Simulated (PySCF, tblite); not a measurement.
# C₄H₆O₂Si: dynamics, then NMR shifts on frames, part 1 of 2

Aim: move C₄H₆O₂Si (`[SiH3]Oc1ccoc1`) away from its starting geometry and see how NMR shifts follow the geometry.

Programs: tblite 0.8.0 and PySCF 2.14.0, with density-fitted response routines of our own. Each step states its level of theory. These are calculated values for one molecule in the gas phase, unless marked as measured. Atoms count from 0, in the outputs and in this text.

## (1) Starting geometry

13 atoms, charge 0, multiplicity 1; geometry from: GFN2-xTB.

Bonds of the start (Å): Si0–O1 1.63, O1–C2 1.34, C2–C3 1.42, C3–C4 1.36, C4–O5 1.34, O5–C6 1.35, C6–C2 1.37, Si0–H7 1.45, Si0–H8 1.47, Si0–H9 1.46, C3–H10 1.07, C4–H11 1.07, C6–H12 1.07.

## (2) A short Langevin run with GFN2-xTB

What the job is given:

```
{"job": {"kind": "md", "xc": "GFN2-xTB", "basis": "xTB", "temperature": 300, "steps": 2000, "every": 50, "frames": 5}, "charge": 0, "multiplicity": 1}
Si     2.358682     0.304967     0.352968
O      1.100188    -0.707213     0.145911
C     -0.215651    -0.481308     0.026683
C     -0.898108     0.766175     0.045630
C     -2.214649     0.465785    -0.111552
O     -2.393678    -0.857002    -0.224736
C     -1.179738    -1.435971    -0.141083
H      3.424407    -0.681606     0.392487
H      2.463304     1.243600    -0.767130
H      2.215243     1.070829     1.593573
H     -0.449392     1.730722     0.160616
H     -3.088994     1.084103    -0.157486
H     -1.126002    -2.502595    -0.212201
```

Level: GFN2-xTB Langevin dynamics, gas phase.

On the command line:

```sh
$ OMP_NUM_THREADS=1 python probes_run.py task.json out
```

The driver reads the jobs from task.json and runs them one after another.

The program printed:

```text
t/fs     T/K      E/eV
    0.0   250.0   -585.82748
   25.0   152.8   -585.60833
   50.0   176.7   -585.52179
   75.0   195.7   -585.56924
  100.0   232.6   -585.59198
  125.0   208.5   -585.52068
  150.0   180.9   -585.43557
  175.0   189.1   -585.39120
  200.0   264.3   -585.47856
  225.0   224.2   -585.43162
  250.0   285.3   -585.57678
  275.0   288.1   -585.45004
  300.0   295.5   -585.44969
  325.0   239.4   -585.42352
  350.0   237.5   -585.44086
  375.0   262.0   -585.45433
  400.0   201.8   -585.52679
  425.0   278.2   -585.58049
  450.0   316.6   -585.53568
  475.0   315.9   -585.40312
  500.0   267.2   -585.41901
  525.0   269.8   -585.29455
  550.0   256.4   -585.38484
  575.0   232.4   -585.26010
  600.0   233.5   -585.33287
  625.0   337.5   -585.45800
  650.0   301.2   -585.47770
  675.0   297.5   -585.46892
  700.0   341.3   -585.50518
  725.0   345.0   -585.30719
  750.0   239.3   -585.24090
  775.0   282.4   -585.35719
  800.0   328.6   -585.35176
  825.0   228.1   -585.41134
  850.0   205.1   -585.41230
  875.0   194.5   -585.36451
  900.0   215.9   -585.38804
  925.0   267.4   -585.50792
  950.0   230.8   -585.42575
  975.0   180.9   -585.43523
 1000.0   271.7   -585.51991
```

Wall time 8.4 s (1 thread of Arm Neoverse V2, shared host); peak memory 0.18 GiB.

Distance from the start (root mean square after alignment): 0 fs 0.00 Å, 200 fs 0.19 Å, 400 fs 0.19 Å, 600 fs 0.22 Å, 800 fs 0.33 Å, 1000 fs 0.72 Å.

Positions (Å) and forces (eV/Å) at 1000 fs:

```xyz
13

Si    1.334   -1.029    1.415    0.190   -0.905   -0.296
O     0.281   -1.316    0.216    0.128    0.018    0.075
C    -0.944   -0.823    0.059   -0.374   -0.083   -0.088
C    -2.075   -1.003    0.864   -1.002   -0.491    1.108
C    -3.132   -0.431    0.223    0.046    1.417   -0.245
O    -2.690    0.224   -0.903   -0.045   -1.047    0.852
C    -1.391   -0.082   -0.974    1.009    0.859   -1.534
H     2.256   -2.056    0.960    0.128   -0.136    0.246
H     1.952    0.244    1.272    0.241    0.901    0.022
H     0.694   -1.176    2.705   -0.038   -0.030    0.280
H    -2.090   -1.485    1.826   -0.123   -0.124   -0.189
H    -4.140   -0.163    0.531    0.427   -0.463   -0.136
H    -0.745    0.286   -1.762   -0.587    0.083   -0.095
```

## (3) Nuclear shieldings: 250 fs, PBE0/pcSseg-1

What the job is given:

```
{"job": {"kind": "nmr", "xc": "PBE0", "basis": "pcSseg-1", "pop": false}, "charge": 0, "multiplicity": 1}
Si     1.945500     0.398500     0.771900
O      0.876600    -0.740500     0.244700
C     -0.428700    -0.574000     0.092800
C     -1.230300     0.455900     0.537600
C     -2.466200     0.125000     0.112400
O     -2.517800    -1.015900    -0.577100
C     -1.229700    -1.497100    -0.595400
H      3.251700    -0.114700     0.388800
H      1.725800     1.623900     0.041100
H      1.819800     0.569800     2.257800
H     -0.857900     1.366900     1.023300
H     -3.391300     0.658300     0.160700
H     -1.052700    -2.440000    -1.003600
```

Method: GIAO PBE0/pcSseg-1 NMR shielding, non-relativistic, gas phase.

The program printed:

```text
coarse grid: 11864 points
cycle   1  E = -595.2992553654  dE =  1.397e+00  |g| = 6.617e-01  |ddm| = 3.461e+00
cycle   2  E = -595.2165371605  dE =  8.272e-02  |g| = 9.555e-01  |ddm| = 1.353e+00
cycle   3  E = -595.3760819658  dE = -1.595e-01  |g| = 1.071e-01  |ddm| = 9.126e-01
cycle   4  E = -595.3781691243  dE = -2.087e-03  |g| = 3.530e-02  |ddm| = 1.025e-01
cycle   5  E = -595.3784532752  dE = -2.842e-04  |g| = 6.579e-03  |ddm| = 3.191e-02
cycle   6  E = -595.3784610312  dE = -7.756e-06  |g| = 2.953e-03  |ddm| = 7.947e-03
final grid: 111408 points
cycle   7  E = -595.4395642584  dE = -7.295e-06  |g| = 1.327e-02  |ddm| = 2.442e-02
cycle   8  E = -595.4394950817  dE =  6.918e-05  |g| = 2.325e-02  |ddm| = 2.342e-02
cycle   9  E = -595.4395955220  dE = -1.004e-04  |g| = 1.665e-03  |ddm| = 1.573e-02
cycle  10  E = -595.4395960858  dE = -5.639e-07  |g| = 3.768e-04  |ddm| = 1.582e-03
cycle  11  E = -595.4395961132  dE = -2.736e-08  |g| = 8.665e-05  |ddm| = 3.999e-04
cycle  12  E = -595.4395961148  dE = -1.627e-09  |g| = 2.216e-05  |ddm| = 8.631e-05
cycle  13  E = -595.4395961149  dE = -8.708e-11  |g| = 1.205e-05  |ddm| = 2.984e-05
converged SCF energy = -595.4395961149

GIAO shielding tensors (ppm)
atom      isotropic    diamagn.    paramagn.     s11        s22        s33       span
  0 Si     387.303     879.693    -492.390    342.240    356.055    463.612    121.373
  1 O      281.476     396.300    -114.824    205.388    271.802    367.237    161.849
  2 C       30.477     249.476    -218.999    -39.727     30.857    100.301    140.027
  3 C       85.100     258.423    -173.322      8.186     83.117    163.998    155.812
  4 C       41.491     252.192    -210.701    -21.277     35.964    109.787    131.065
  5 O       44.067     397.754    -353.687   -101.032    -51.505    284.737    385.769
  6 C       45.512     254.355    -208.844    -17.756     47.643    106.648    124.404
  7 H       26.778      29.091      -2.313     23.182     25.347     31.805      8.623
  8 H       26.860      30.500      -3.640     23.883     25.463     31.233      7.350
  9 H       26.141      28.506      -2.365     23.254     24.199     30.970      7.716
 10 H       24.893      31.877      -6.984     22.571     24.940     27.170      4.599
 11 H       24.790      29.456      -4.666     21.348     25.709     27.313      5.965
 12 H       24.210      32.319      -8.108     22.230     23.577     26.825      4.596
```

Wall time 12 s (1 thread of Arm Neoverse V2, shared host); peak memory 0.72 GiB.

The references, computed at this level on geometries of the same kind, shield at (ppm): 1H TMS 31.72, 13C TMS 186.9, 29Si TMS 349.2, 17O H2O 336.1. Their shielding less the atom's gives the shift. The references are single molecules in the gas phase, so shifts against H2O, NH3, PH3, H3PO4 or CFCl3 are not on the usual liquid scales and can be off by tens of ppm. Each atom is listed at this fixed geometry, with no averaging over motion; a spectrum would average atoms that exchange fast.

```csv
atoms,environment,σ (ppm),δ (ppm)
C2,aromatic carbon bearing oxygen,30.5,156.4
C4,aromatic CH next to the ring oxygen,41.5,145.4
C6,aromatic CH next to the ring oxygen,45.5,141.4
C3,aromatic CH,85.1,101.8
H12,hydrogen on an aromatic CH next to the ring oxygen,24.21,7.51
H11,hydrogen on an aromatic CH next to the ring oxygen,24.79,6.93
H10,hydrogen on an aromatic CH,24.89,6.82
H9,hydrogen on a silicon bonded to O,26.14,5.58
H7,hydrogen on a silicon bonded to O,26.78,4.94
H8,hydrogen on a silicon bonded to O,26.86,4.86
Si0,"silicon bonded to O, 3 H",387.3,-38.1
O5,aromatic ring oxygen,44.1,292.0
O1,"oxygen bonded to C, Si",281.5,54.6
```

Ring of atoms C2, C3, C4, O5, C6: NICS(0) -13.0, NICS(1) -9.9, NICS(1)zz -25.1 ppm (means of both faces).

## (4) Nuclear shieldings: 425 fs, PBE0/pcSseg-1

What the job is given:

```
{"job": {"kind": "nmr", "xc": "PBE0", "basis": "pcSseg-1", "pop": false}, "charge": 0, "multiplicity": 1}
Si     1.774300    -0.119900     1.225200
O      0.709200    -0.529300     0.115900
C     -0.629800    -0.511300     0.223600
C     -1.479700     0.059300     1.145900
C     -2.759700    -0.307500     0.815700
O     -2.726100    -1.074900    -0.277600
C     -1.443600    -1.255800    -0.597000
H      2.904300    -0.739800     0.582900
H      1.985500     1.312500     1.483000
H      1.442400    -0.710400     2.486100
H     -1.183000     0.541300     2.037800
H     -3.694500    -0.175800     1.354600
H     -1.202700    -1.817700    -1.511300
```

With the program's defaults for keys left out, this is: GIAO PBE0/pcSseg-1 NMR shielding, non-relativistic, gas phase.

The program printed:

```text
coarse grid: 11864 points
cycle   1  E = -595.2921750566  dE =  1.496e+00  |g| = 6.633e-01  |ddm| = 3.473e+00
cycle   2  E = -595.2150329124  dE =  7.714e-02  |g| = 9.390e-01  |ddm| = 1.300e+00
cycle   3  E = -595.3691253270  dE = -1.541e-01  |g| = 1.045e-01  |ddm| = 8.707e-01
cycle   4  E = -595.3710683313  dE = -1.943e-03  |g| = 3.689e-02  |ddm| = 1.035e-01
cycle   5  E = -595.3713773011  dE = -3.090e-04  |g| = 7.185e-03  |ddm| = 3.413e-02
cycle   6  E = -595.3713866388  dE = -9.338e-06  |g| = 3.210e-03  |ddm| = 8.761e-03
cycle   7  E = -595.3713890360  dE = -2.397e-06  |g| = 6.773e-04  |ddm| = 3.132e-03
final grid: 111408 points
cycle   8  E = -595.4327415087  dE = -1.354e-05  |g| = 1.229e-02  |ddm| = 2.437e-02
cycle   9  E = -595.4327009306  dE =  4.058e-05  |g| = 1.955e-02  |ddm| = 1.924e-02
cycle  10  E = -595.4327672904  dE = -6.636e-05  |g| = 1.400e-03  |ddm| = 1.259e-02
cycle  11  E = -595.4327677323  dE = -4.419e-07  |g| = 3.491e-04  |ddm| = 1.377e-03
cycle  12  E = -595.4327677559  dE = -2.359e-08  |g| = 1.346e-04  |ddm| = 4.187e-04
cycle  13  E = -595.4327677596  dE = -3.752e-09  |g| = 2.278e-05  |ddm| = 1.199e-04
cycle  14  E = -595.4327677597  dE = -7.628e-11  |g| = 1.063e-05  |ddm| = 2.435e-05
converged SCF energy = -595.4327677597

GIAO shielding tensors (ppm)
atom      isotropic    diamagn.    paramagn.     s11        s22        s33       span
  0 Si     390.144     880.646    -490.502    342.187    352.411    475.835    133.648
  1 O      290.232     396.512    -106.280    209.803    283.843    377.051    167.248
  2 C       35.971     245.588    -209.617    -34.798     38.562    104.148    138.946
  3 C       81.091     256.535    -175.443      2.318     74.452    166.504    164.187
  4 C       41.620     254.795    -213.175    -27.775     45.883    106.752    134.527
  5 O       45.481     395.830    -350.350   -119.857    -33.712    290.012    409.868
  6 C       47.677     255.779    -208.102    -15.270     49.583    108.717    123.987
  7 H       26.880      29.815      -2.935     22.624     25.600     32.414      9.789
  8 H       26.536      29.594      -3.058     23.739     24.481     31.388      7.650
  9 H       27.099      29.952      -2.853     24.159     25.451     31.688      7.529
 10 H       25.767      32.525      -6.758     23.654     25.726     27.920      4.266
 11 H       23.977      28.585      -4.608     21.022     24.990     25.920      4.898
 12 H       23.798      30.492      -6.694     20.721     24.576     26.097      5.375
```

Run time: 12 s. Hardware: 1 thread of Arm Neoverse V2, shared host; peak memory 0.74 GiB.

In short: δ C2 151.0, C4 145.3, C6 139.2, C3 105.8, H12 7.92, H11 7.74 ppm.

(Continued in part 2 of 2.)
